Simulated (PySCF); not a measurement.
# SnN⁻ under other conditions

How does SnN⁻ answer to another spin, charge, distance or environment?

The runs use PySCF 2.14.0; method and basis as typed in the scripts.

2 further runs of the same task are left out: 2 that didn't finish.

## (1) Starting geometry

SnN⁻: 2 atoms, charge -1, spin multiplicity 1.

Bond lengths: Sn1–N2 1.895 Å.

## (2) Base script

input.py reads:

```python
from pyscf import gto, dft

mol = gto.M(
    atom='Sn 0 0 0; N 0 0 1.895',
    basis='sbkjc',
    ecp={'Sn': 'sbkjc', 'N': 'sbkjc'},
    charge=-1,
    spin=0,
    symmetry=True,
    verbose=4,
)
mf = dft.UKS(mol, xc='lc_wpbe')
mf.kernel()
g = mf.nuc_grad_method()
g.grid_response = True
g.kernel()
mf.dip_moment()
print('orbital energies (hartree):', [e[max(0, n-3):n+3].round(4) for e, n in zip(mf.mo_energy, mol.nelec)])
```

Run with:

```bash
> OMP_NUM_THREADS=1 python input.py
```

The log of this run is left out.

Base result: E(SCF) = -13.260163 Eh, 10 cycles, gradient on the second atom 0.0257 Eh/bohr.

The bond length is a typed value, not an optimised one. The dipole of an ion depends on the origin.

## (3) Charge +0 (doublet)

Edit 1 changes charge: -1 → 0; spin (2S): 0 → 1.

input.py reads:

```python
from pyscf import gto, dft

mol = gto.M(
    atom='Sn 0 0 0; N 0 0 1.895',
    basis='sbkjc',
    ecp={'Sn': 'sbkjc', 'N': 'sbkjc'},
    charge=0,
    spin=1,
    symmetry=True,
    verbose=4,
)
mf = dft.UKS(mol, xc='lc_wpbe')
mf.kernel()
g = mf.nuc_grad_method()
g.grid_response = True
g.kernel()
mf.dip_moment()
print('orbital energies (hartree):', [e[max(0, n-3):n+3].round(4) for e, n in zip(mf.mo_energy, mol.nelec)])
```

Run with:

```bash
> OMP_NUM_THREADS=1 python input.py
```

## (4) Electric field -0.01 a.u.

Edit 2 changes electric field: none → -0.01 a.u.; point-group symmetry: on → off; step after the SCF: gradient → analyze.

input.py: that of step 2 with these lines changed.

```diff
@@ -8,3 +8,2 @@
     spin=0,
-    symmetry=True,
     verbose=4,
@@ -12,6 +11,9 @@
 mf = dft.UKS(mol, xc='lc_wpbe')
+field = -0.01  # electric field along z, atomic units
+h = mf.get_hcore() + field*mol.intor('int1e_r')[2]
+mf.get_hcore = lambda *args: h
+e_nuc = mol.energy_nuc() - field*mol.atom_charges() @ mol.atom_coords()[:, 2]
+mf.energy_nuc = lambda *args: e_nuc
 mf.kernel()
-g = mf.nuc_grad_method()
-g.grid_response = True
-g.kernel()
+mf.mulliken_pop()
 mf.dip_moment()
```

## (5) Bond 1.952 Å

Edit 3 changes bond length: 1.895 Å → 1.952 Å.

input.py: that of step 2 with these lines changed.

```diff
@@ -3,3 +3,3 @@
 mol = gto.M(
-    atom='Sn 0 0 0; N 0 0 1.895',
+    atom='Sn 0 0 0; N 0 0 1.952',
     basis='sbkjc',
```

## (6) Bond 1.516 Å

Edit 4 changes bond length: 1.895 Å → 1.516 Å.

input.py: that of step 2 with these lines changed.

```diff
@@ -3,3 +3,3 @@
 mol = gto.M(
-    atom='Sn 0 0 0; N 0 0 1.895',
+    atom='Sn 0 0 0; N 0 0 1.516',
     basis='sbkjc',
```

## (7) Lengths in bohr

Edit 5 changes length unit: angstrom → bohr; bond length: 1.895 Å → 1.895 bohr.

input.py: that of step 2 with these lines changed.

```diff
@@ -8,2 +8,3 @@
     spin=0,
+    unit='bohr',
     symmetry=True,
```

## (8) Bond 0.1 Å

Edit 6 changes bond length: 1.895 Å → 0.1 Å.

input.py: that of step 2 with these lines changed.

```diff
@@ -3,3 +3,3 @@
 mol = gto.M(
-    atom='Sn 0 0 0; N 0 0 1.895',
+    atom='Sn 0 0 0; N 0 0 0.1',
     basis='sbkjc',
```

Before running it: what results should come out? Wanted: for each run, E(SCF); from base; gap, α spin; SCF dipole.

As calculated:

| run | E(SCF) (hartree) | from base (eV) | cycles | gap, α spin (eV) | SCF dipole (D) |
| --- | --- | --- | --- | --- | --- |
| base | -13.260163 | 0 | 10 | 8.57 | n/a |
| charge +0 (doublet) | -13.186066 | +2.0163 | 16 | 10.97 | 3.12 |
| electric field -0.01 a.u. | -13.286835 | not comparable | 9 | 8.73 | n/a |
| bond 1.952 Å | -13.255859 | +0.1171 | 9 | 8.33 | n/a |
| bond 1.516 Å | -13.138974 | +3.2977 | 9 | 8.87 | n/a |
| lengths in bohr (poor choice) | -11.277002 | not comparable | 10 | 4.89 | n/a |
| bond 0.1 Å (poor choice) | 86.912795 | +2725.8451 | 9 | 5.34 | n/a |

What this shows: Of the runs whose energies can be compared, “bond 0.1 Å” moves the SCF energy most (+2725.845 eV). At the SCF level, going to the doublet with one electron fewer costs 2.02 eV at fixed geometry, against 2.85 eV for the negative of the highest filled level. With bond 0.1 Å the frontier gap moves by over 1.5 eV, which can mean another electronic state rather than the bond length alone. Rows marked «poor choice» come from settings spoiled on purpose.
